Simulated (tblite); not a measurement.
# C13H10N2Se: the cost of one run

Programs: tblite 0.8.0 and PySCF 2.14.0, with routines of our own; each step states its level. All values are computed. Atoms count from 0.

## 1. The starting structure

26 atoms, charge 0, multiplicity 1; geometry from: force field or distance geometry start.

## 2. Geometry optimisation with GFN2-xTB

The job: settings as JSON, then the geometry in Å.

```
{"job": {"kind": "relax", "xc": "GFN2-xTB", "basis": "xTB"}, "charge": 0, "multiplicity": 1}
C      4.707800     0.971100     0.129600
Se     3.109700     0.886800     1.237300
C      1.910300    -0.394400     0.492800
C      2.272000    -1.623500     0.036000
C      1.304500    -2.480400    -0.482600
N      0.007000    -2.087400    -0.573900
C     -0.392800    -0.870200    -0.147700
C      0.573600    -0.015400     0.396000
C      0.186400     1.232500     0.841600
C     -1.146100     1.651900     0.768500
C     -2.070800     0.779800     0.225800
C     -3.399000     1.151000     0.133400
C     -4.332100     0.290000    -0.393400
C     -3.960800    -0.965500    -0.858400
N     -2.664200    -1.278600    -0.741600
C     -1.732300    -0.473200    -0.218100
H      4.504300     0.376100    -0.777600
H      4.963100     2.016300    -0.155600
H      5.564100     0.526800     0.693100
H      3.309300    -1.949300     0.112400
H      1.529300    -3.457500    -0.852000
H      0.895500     1.932900     1.265200
H     -1.384800     2.649300     1.140300
H     -3.710200     2.134200     0.482700
H     -5.345600     0.652400    -0.443500
H     -4.719000    -1.632900    -1.267200
```

On the command line:

```console
OMP_NUM_THREADS=1 python excited_run.py task.json out
```

One launch serves the whole session: the jobs run in the order shown.

**Question.** How long does this run take on 1 thread of AMD EPYC 7B13, shared host?

About 3.3 s.
